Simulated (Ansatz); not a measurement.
## H4S2Si, SMILES S[SiH2]S: the interaction energy of a dimer with the counterpoise correction, step by step

Computed with the Python package of Ansatz (0.2.0).

The cells in order, each with its output:

```python
import ansatz as az
```

```python
BASIS = 'cc-pVDZ'
LEVEL = 'MP2'
```

```python
FIRST = [
    ('S', (-1.255, -0.9683, -0.7083)),
    ('Si', (0.0226, 0.4547, 0.2232)),
    ('S', (1.5488, -0.6583, 1.1534)),
    ('H', (-2.0962, 0.0028, -1.1755)),
    ('H', (0.6121, 1.3308, -0.8331)),
    ('H', (-0.7191, 1.2696, 1.2261)),
    ('H', (1.8871, -1.4314, 0.1139)),
]
SECOND = [
    ('S', (-0.3305, -0.9939, -6.2205)),
    ('Si', (-1.0686, -0.8886, -4.2283)),
    ('S', (-1.176, 1.1609, -3.7578)),
    ('H', (-0.3554, -2.3608, -6.2217)),
    ('H', (-2.4378, -1.4844, -4.1941)),
    ('H', (-0.1645, -1.5984, -3.2804)),
    ('H', (-1.8368, 1.5761, -4.8459)),
]

def energy(atoms, ghosts=()):
    molecule = az.Crystal.molecule()
    for symbol, xyz in atoms:
        molecule = molecule.atom(symbol, xyz)
    calc = (
        molecule.calculation()
        .basis(gaussian=BASIS)
        .correlation(LEVEL)
    )
    deck = calc.input()
    if ghosts:
        deck = deck.set(az.key.basis.gaussian.ghost_atoms, [{'symbol': s, 'position_ang': list(xyz)} for s, xyz in ghosts])
    return az.Session.from_dict(deck).plan().execute().report['free_energy_ev']
```

```python
# ghost atoms carry the functions of the partner
both = energy(FIRST + SECOND)
alone = energy(FIRST) + energy(SECOND)
ghosted = energy(FIRST, SECOND) + energy(SECOND, FIRST)
print(f'dimer {both:.6f} eV')
print(f'interaction, uncorrected   {96.485332 * (both - alone):8.3f} kJ/mol')
print(f'interaction, counterpoise  {96.485332 * (both - ghosted):8.3f} kJ/mol')
print(f'basis-set superposition    {96.485332 * (alone - ghosted):8.3f} kJ/mol')
```

    dimer -59143.701118 eV
    interaction, uncorrected     -4.455 kJ/mol
    interaction, counterpoise     4.208 kJ/mol
    basis-set superposition       8.663 kJ/mol

Uncorrected it is -4.455 kJ/mol, with the counterpoise correction 4.208 kJ/mol; the difference, 8.66 kJ/mol, is the superposition error. The sign changes with the correction, so this basis doesn't settle it.

Notes:
- Total energies depend on the basis set; only differences at equal settings carry meaning.
- The dimer is a generated trial pose of unrelaxed monomers, not a minimum, so the figure is no binding energy, and the basis set is small.
- It ran for 16 s on 1 thread of Arm Neoverse V1, on a shared host, peak memory 0.44 GiB.

(Lines on the test bed's own set-up are left out of the output.)
